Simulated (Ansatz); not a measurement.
Working through a short molecular-dynamics run of GaN, space group F-43m

With Ansatz 0.2.0, Python API.

Run as a notebook:

```python
import warnings

import ansatz as az
import numpy as np
```

```python
KGRID = (3, 3, 3)
FILLING = "Fermi-Dirac"
SMEARING_WIDTH = 0.15
VDW = "d4"
N_STEPS = 20
TEMPERATURE_K = 2000

warnings.simplefilter("ignore", az.DeckWarning)

xtal = (
    az.Lattice.fcc(4.50700121)
    .space_group(216)
    .atom("Ga", (0.0, 0.0, 0.0))
    .atom("N", (0.25, 0.25, 0.25))
    .primitive()
)

xtal.resolved().sites[-1]
```

    Site(symbol='N', position=(0.25, 0.25, 0.25), moment=None, axis=None, held=None, saved=None)

```python
calculation = (
    xtal.supercell(2, 2, 1).calculation()
    .kpoints(*KGRID, center="gamma")
    .occupations(FILLING, width=SMEARING_WIDTH)
    .functional(az.Functional.PBE, dispersion=VDW)
    .md("npt_langevin", timestep=1.0 * az.fs, steps=N_STEPS, temperature=TEMPERATURE_K, pressure=0, initial_velocities="maxwell_boltzmann", seed=535)
)
steps = []


def collect(event):
    if event["event"] == "md_step":
        steps.append(event["data"])
```

```python
out = calculation.session().plan().execute(on_event=collect)
data = out.report
```

    

```python
data["mixing_algorithm"], data["preconditioner"], data["eigensolver"]
```

    ('MSR1', 'Resta', 'band_cg')

```python
print(" step   t (fs)     E_pot (eV)   E_kin (eV)    T (K)   P (GPa)")
for s in steps[::1]:
    print(f"{s['step']:5d} {s['time_fs']:8.1f} {s['lagrangian_ev']:14.4f} {s['e_kin_ev']:12.4f} {s['temperature_k']:8.1f} {s['instantaneous_pressure_gpa']:9.3f}")
```

     step   t (fs)     E_pot (eV)   E_kin (eV)    T (K)   P (GPa)
        0      0.0    -16674.5895       1.8096   1750.0     1.522
        1      1.0    -16674.5764       1.7975   1738.3     1.558
        2      2.0    -16674.5384       1.7898   1730.8     1.673
        3      3.0    -16674.4769       1.7505   1692.8     1.833
        4      4.0    -16674.3942       1.7476   1690.0     2.147
        5      5.0    -16674.2988       1.5308   1480.4     2.286
        6      6.0    -16674.1977       1.4173   1370.6     2.601
        7      7.0    -16674.0944       1.3769   1331.5     2.998
        8      8.0    -16673.9990       1.1783   1139.5     3.142
        9      9.0    -16673.9152       1.0349   1000.8     3.322
       10     10.0    -16673.8426       0.9185    888.2     3.499
       11     11.0    -16673.7852       0.8519    823.8     3.692
       12     12.0    -16673.7473       0.7898    763.8     3.816
       13     13.0    -16673.7237       0.8341    806.6     3.982
       14     14.0    -16673.7083       0.9117    881.6     4.133
       15     15.0    -16673.7006       0.9542    922.8     4.189
       16     16.0    -16673.7019       0.8592    830.8     4.095
       17     17.0    -16673.7078       0.7766    751.0     4.022
       18     18.0    -16673.7170       0.7805    754.8     4.058
       19     19.0    -16673.7347       0.8164    789.5     4.095
       20     20.0    -16673.7605       0.7978    771.5     4.020

```python
temperature = np.array([s["temperature_k"] for s in steps])
print(f"mean temperature of the second half {temperature[len(steps) // 2 :].mean():.1f} K")
```

    mean temperature of the second half 816.8 K

```python
kept = np.array([s["conserved_ev"] for s in steps], float)
print(f"conserved energy drifts by {1000 * (kept[-1] - kept[0]) / len(out.lattice.sites):+.3f} meV/atom")
```

    conserved energy drifts by +0.246 meV/atom

```python
with open("trajectory.xyz", "w") as handle:
    for s in steps[::5]:
        handle.write(f"{len(s['positions_ang'])}\nt = {s['time_fs']} fs\n")
        for site, xyz in zip(out.lattice.sites, s["positions_ang"]):
            handle.write("{} {:.4f} {:.4f} {:.4f}\n".format(site.symbol, *xyz))
```

File `trajectory.xyz` afterwards:
```text
8
t = 0.0 fs
Ga 0.0000 0.0000 0.0000
N 1.1268 1.1268 1.1268
Ga 2.2535 0.0000 2.2535
N 3.3803 1.1268 3.3803
Ga 0.0000 2.2535 2.2535
N 1.1268 3.3803 3.3803
Ga 2.2535 2.2535 4.5070
N 3.3803 3.3803 5.6338
8
t = 5.0 fs
Ga 0.0378 0.0203 0.0081
N 1.1490 1.2171 1.1508
Ga 2.2396 -0.0097 2.2693
N 3.4378 1.1048 3.2644
Ga -0.0289 2.2697 2.2513
N 1.0601 3.3891 3.4438
Ga 2.2340 2.2313 4.5021
N 3.4051 3.3499 5.6041
8
t = 10.0 fs
Ga 0.0656 0.0483 0.0205
N 1.1621 1.2891 1.1668
Ga 2.2263 -0.0126 2.2825
N 3.4640 1.0798 3.1894
Ga -0.0579 2.2885 2.2549
N 1.0258 3.3901 3.4821
Ga 2.2109 2.1948 4.4965
N 3.4004 3.3318 5.5708
8
t = 15.0 fs
Ga 0.0909 0.0783 0.0291
N 1.1688 1.3321 1.1937
Ga 2.2202 -0.0077 2.2780
N 3.4713 1.0465 3.1886
Ga -0.0760 2.3062 2.2621
N 1.0200 3.3768 3.5059
Ga 2.1860 2.1548 4.4941
N 3.3748 3.3335 5.5366
8
t = 20.0 fs
Ga 0.1124 0.1028 0.0371
N 1.1752 1.3476 1.2061
Ga 2.2335 -0.0034 2.2607
N 3.4529 1.0107 3.2291
Ga -0.0975 2.3281 2.2593
N 1.0366 3.3521 3.5033
Ga 2.1632 2.1279 4.4858
N 3.3279 3.3364 5.4914
```

Caveats:
- Total energies depend on the potentials; only differences at equal settings carry meaning.
- The conserved energy holds the terms of thermostat and barostat.
- This cell is a computed structure, which may not be the phase found in nature.
- A small cell, a coarse mesh and a very short run: it shows the set-up and gives no equilibrium averages.
- Hardware and time: 120 s on 1 thread of Arm Neoverse V2, with other jobs on the host, peak memory 0.45 GiB.

(Lines on the test bed's own set-up are left out of the output.)
